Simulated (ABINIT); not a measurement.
A run of ABINIT 10.8.3 (patched build) is set up as follows.

File run.abi:

```
ndtset 2

pp_dirpath "./"
pseudos "Mg.hgh"

acell 3*1.0 Angstrom
rprim
     3.1089479800     0.0000000000     0.0000000000
    -1.5544739900     2.6924279300     0.0000000000
     0.0000000000     0.0000000000    10.2338379500
ntypat 1
znucl 12
natom 4
typat 1 1 1 1
chkprim 0
chksymtnons 0
tolsym 1.0e-6
xred
            2/3            1/3            3/4
            0.0            0.0            1/2
            1/3            2/3            1/4
            0.0            0.0            0.0

ecut 15.0
ecutsm 0.5

ngkpt 12 12 4
nshiftk 1
shiftk 0.0 0.0 0.0

ixc 7

nband 12
occopt 3
tsmear 0.00499791

nstep 80

prteig 0
prtebands 0
prtwf 0
prtden 0
prtpot 0

kptopt1 1
tolvrs1 1.0e-15
prtwf1 1
tolwfr1 1.0e-14
nbdbuf1 4
nline1 6

rfphon2 1
rfatpol2 1 4
rfdir2 1 1 1
getwfk2 1
kptopt2 3
nqpt2 1
qpt2 1/2 0.0 1/2
tolvrs2 1.0e-9
```

Potentials or basis: HGH LDA.

Command:

```sh
$ abinit run.abi > log 2>&1
```

Problem. Estimate the highest phonon frequency at the q point run.

Solution. 249 cm⁻¹.

Problem. What does it give for the pressure?

Solution. 0.1 GPa.

Phonon frequencies in cm⁻¹ (negative: imaginary):
```csv
q point,frequencies
"(0.500, 0.000, 0.500)",140 140 142 142 181 181 185 185 241 241 249 249
```

Caveat: HGH potentials are hard and often keep d shells in the core, so these values are rough.
